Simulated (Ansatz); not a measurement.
ClF: an atomisation energy, run with the Ansatz DFT code, driven from Python.

Script `run_tae.py`:
```python
'''Atomisation energy of ClF at the given geometry.'''

from collections import Counter

import ansatz as az

BASIS_SET = 'cc-pVDZ'
XC = 'B3LYP'


def energy_of(molecule, charge=0, unpaired=0):
    calc = (
        molecule.calculation()
        .basis(gaussian=BASIS_SET)
        .functional(XC)
    )
    if charge:
        calc = calc.charge(charge)
    if unpaired:
        calc = calc.spin('collinear', total=unpaired)
    return calc.run(threads=1, backend='cpu').report['free_energy_ev']

GEOMETRY = '''
Cl    0.00000    0.00000    0.00000
F     0.00000    0.00000    1.58500
'''

clf = az.Crystal.molecule()
for line in GEOMETRY.strip().splitlines():
    symbol, *xyz = line.split()
    clf = clf.atom(symbol, [float(v) for v in xyz])

# Hund ground states
unpaired = {'Cl': 1, 'F': 1}
counts = Counter(site.symbol for site in clf.cartesian_sites)
atom_energy = {s: energy_of(az.Crystal.molecule().atom(s, (0, 0, 0)), 0, unpaired[s]) for s in counts}
whole = energy_of(clf, 0, 0)
for s, e in atom_energy.items():
    print(f'{s:2s} x{counts[s]}  {e:14.5f} eV')
print(f'ClF: {whole:.5f} eV')
split = sum(counts[s] * e for s, e in atom_energy.items()) - whole
print(f'atomisation energy (no zero-point term): {23.060548 * split:.1f} kcal/mol, {split / sum(counts.values()):.3f} eV an atom')
```

What does it cost to take this molecule apart into atoms?

50.9 kcal/mol from the electronic energies, without the zero-point term.

The run itself:

Running `python run_tae.py` prints:
```text
Cl x1    -12521.54970 eV
F  x1     -2713.69905 eV
ClF: -15237.45693 eV
atomisation energy (no zero-point term): 50.9 kcal/mol, 1.104 eV an atom
```

Notes:
- Total energies depend on the basis set; only differences at equal settings carry meaning.
- The geometry is a force-field or estimated start, not a minimum of this method, and the basis set is short of its limit. All parts are taken at fixed geometry, without zero-point energy.
- b3lyp holds the VWN-RPA fit, as in Gaussian; the form of ORCA and Turbomole is b3lyp5.
- For Al to Cl the sets with a tight d function, cc-pV(X+d)Z, are usual.
- The spin state was assumed, and another may lie lower.
- Wall time of the script: 1.3 s on 1 thread of Arm Neoverse V1, with other jobs on the host, peak memory 0.13 GiB.
